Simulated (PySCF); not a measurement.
# C2H8BFO: the cost of one run

Programs: PySCF 2.14.0, with density-fitted response routines of our own. Each step states its level of theory. These are calculated values for one molecule in the gas phase, unless marked as measured. Atoms are numbered from 0 throughout.

## 1. The starting structure

13 atoms, charge 0, multiplicity 1; geometry from: GFN2-xTB. The atoms were then displaced at random by about 0.01 Å, so the start is not that level's minimum.

Bonds of the start (Å): C0–O1 1.42, O1–C2 1.43, O1–B3 1.72, B3–F4 1.38, C0–H5 1.12, C0–H6 1.10, C0–H7 1.06, C2–H8 1.08, C2–H9 1.11, C2–H10 1.08, B3–H11 1.18, B3–H12 1.17.

## 2. Optimising the geometry at PBE0-D3(BJ)/def2-SVP

What the job is given:

```
{"job": {"xc": "PBE0", "basis": "def2-SVP", "d3": "d3bj", "grid": 1, "shake": 0.01, "kind": "geom"}, "charge": 0, "multiplicity": 1}
C     -0.773410    -1.072730    -0.444520
O     -0.204310    -0.134670     0.456610
C     -0.682720     1.192720     0.232130
B      1.516460    -0.196670     0.360400
F      1.720620     0.183410    -0.945410
H     -1.884750    -1.002330    -0.347050
H     -0.499160    -0.821970    -1.479060
H     -0.416730    -2.033410    -0.192780
H     -1.751660     1.226760     0.367440
H     -0.202430     1.823830     1.005890
H     -0.385430     1.549980    -0.743240
H      1.744700    -1.339360     0.567550
H      1.824640     0.607550     1.151720
```

Launch:

```
$ OMP_NUM_THREADS=1 python probes_run.py task.json out
```

One launch serves the whole session: the jobs run in the order shown.

Q: Estimate the wall time and peak memory of this first job on 1 thread of Arm Neoverse V2, shared host.

About 45 s, with a peak of 0.46 GiB.
